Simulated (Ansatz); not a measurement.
**C6H5F3Ti: one species, many methods**

The task here is to estimate one member of a computed series from the others.

Method: functionals in def2-TZVPP, the program's frozen cores in correlated methods; program: Ansatz 0.2.0, Gaussian basis.

Plan: LDA (SPW92), PBE-D4, revPBE-D4, BLYP-D4, r2SCAN-D4, B97M-V, PBE0-D4, B3LYP-D4, r2SCANh-D4, r2SCAN0-D4, HSE06-D4, BHLYP-D4, CAM-B3LYP-D4, LC-ωPBE, ωB97X-V, ωB97M-V, B2PLYP, PBE-QIDH; CCSD(T)/def2-SVP; CCSD(T)/def2-TZVPP; MP2/def2-QZVPP; extrapolation to the limit; RPA on PBE.

## The geometry

An earlier PBE0-D4 in a triple-zeta def2 set relaxation fixed the geometry.

15 atoms, charge 0, spin multiplicity 1.

Atoms are counted from 1 here; the program's logs count them from 0.

Bond lengths: F1–Ti2 1.752 Å, Ti2–F3 1.752 Å, Ti2–F4 1.751 Å, Ti2–C5 2.028 Å, C5–C6 1.397 Å, C5–C10 1.397 Å, C6–C7 1.386 Å, C6–H11 1.086 Å, C7–C8 1.388 Å, C7–H12 1.084 Å, C8–C9 1.388 Å, C8–H13 1.084 Å, C9–C10 1.386 Å, C9–H14 1.084 Å, C10–H15 1.086 Å. Angles: F1–Ti2–F3 113.7°, F1–Ti2–F4 111.6°, F1–Ti2–C5 106.2°, F3–Ti2–F4 111.6°, F3–Ti2–C5 106.3°, F4–Ti2–C5 106.9°, Ti2–C5–C6 120.3°, Ti2–C5–C10 120.4°, C6–C5–C10 119.3°, C5–C6–C7 120.3°, C5–C6–H11 120.5°, C7–C6–H11 119.2°, C6–C7–C8 119.9°, C6–C7–H12 120.0°, C8–C7–H12 120.1°, C7–C8–C9 120.3°, C7–C8–H13 119.8°, C9–C8–H13 119.8° and more.

Geometry (Å):

```
atom     x (Å)     y (Å)     z (Å)
  F1  -0.72920  -3.39701   0.52234
 Ti2   0.64786  -2.49782  -0.08209
  F3   2.09076  -2.67576   0.89595
  F4   0.96384  -2.85679  -1.76689
  C5   0.13292  -0.53917   0.01713
  C6   1.11665   0.44111   0.16578
  C7   0.77008   1.78344   0.18324
  C8  -0.56051   2.15612   0.05338
  C9  -1.54721   1.19093  -0.09141
 C10  -1.20311  -0.15208  -0.10912
 H11   2.16039   0.16251   0.27601
 H12   1.53766   2.53999   0.30042
 H13  -0.83072   3.20593   0.06832
 H14  -2.58597   1.48565  -0.18822
 H15  -1.98523  -0.89775  -0.21545
```

The first run:

Contents of in.yaml:

```yaml
crystal:
  periodic: [false, false, false]
  atoms:
    - {symbol: F, position_ang: [-0.729204, -3.397008, 0.522345]}
    - {symbol: Ti, position_ang: [0.647862, -2.497819, -0.082093]}
    - {symbol: F, position_ang: [2.090758, -2.675764, 0.895955]}
    - {symbol: F, position_ang: [0.963843, -2.856794, -1.766889]}
    - {symbol: C, position_ang: [0.132921, -0.539172, 0.017128]}
    - {symbol: C, position_ang: [1.116648, 0.441113, 0.165781]}
    - {symbol: C, position_ang: [0.770080, 1.783445, 0.183236]}
    - {symbol: C, position_ang: [-0.560509, 2.156122, 0.053379]}
    - {symbol: C, position_ang: [-1.547207, 1.190925, -0.091407]}
    - {symbol: C, position_ang: [-1.203112, -0.152079, -0.109125]}
    - {symbol: H, position_ang: [2.160391, 0.162505, 0.276011]}
    - {symbol: H, position_ang: [1.537656, 2.539988, 0.300424]}
    - {symbol: H, position_ang: [-0.830718, 3.205934, 0.068325]}
    - {symbol: H, position_ang: [-2.585973, 1.485655, -0.188216]}
    - {symbol: H, position_ang: [-1.985234, -0.897752, -0.215452]}
basis:
  gaussian: {orbitals: def2-TZVPP}
hamiltonian: {xc: lda}
output: {orbitals: {seedname: orbitals}}
```

Launch:

```bash
$ ansatz run in.yaml --threads 4 --pin off --events-out ev --progress --plain --max-ram 66560MiB --backend cuda --devices 0, --max-vram 37GiB
```

Steps of the session up to this table: LDA; PBE-D4 (GGA); revPBE-D4 (GGA); BLYP-D4 (GGA); r2SCAN-D4 (meta-GGA); B97M-V (meta-GGA); B3LYP-D4 (hybrid); r2SCANh-D4 (hybrid); r2SCAN0-D4 (hybrid); HSE06-D4 (hybrid); BHLYP-D4 (hybrid); CAM-B3LYP-D4 (range-separated); LC-ωPBE (range-separated); ωB97X-V (range-separated); ωB97M-V (range-separated); B2PLYP (double hybrid); PBE-QIDH (double hybrid).

One of the session's tables, all rows but one given; the rest of the session is left out.

It belongs to the step «Frontier levels by functional». 

```
  functional  HOMO (eV)  LUMO (eV)  gap (eV)
 LDA (SPW92)      -7.06      -3.90      3.17
      PBE-D4      -6.82      -3.59      3.23
   revPBE-D4      -6.74      -3.48      3.25
     BLYP-D4      -6.64      -3.49      3.15
   r2SCAN-D4      -7.02      -3.51      3.50
      B97M-V      -6.96      -3.46      3.50
     PBE0-D4      -7.83      -2.68      5.16
    B3LYP-D4      -7.61      -2.94      4.68
  r2SCANh-D4          ?          ?         ?
  r2SCAN0-D4      -7.98      -2.62      5.35
    HSE06-D4      -7.44      -3.05      4.39
    BHLYP-D4      -8.64      -1.58      7.06
CAM-B3LYP-D4      -9.04      -1.60      7.43
     LC-ωPBE     -10.32      -0.47      9.85
     ωB97X-V      -9.96      -0.48      9.49
     ωB97M-V      -9.90      -0.49      9.41
```

Q: Estimate the row for r2SCANh-D4 from the others.

Worked estimate for «HOMO (eV)». Against the share of exact exchange, r2SCAN-D4 (0, -7.02), r2SCAN0-D4 (0.25, -7.98) give a slope of -3.84 per unit share; at 0.1 the line stands at -7.40.

**Answer.** HOMO (eV): -7.40; LUMO (eV): -3.17; gap (eV): 4.24. In «HOMO (eV)» the line misses by 0.00.
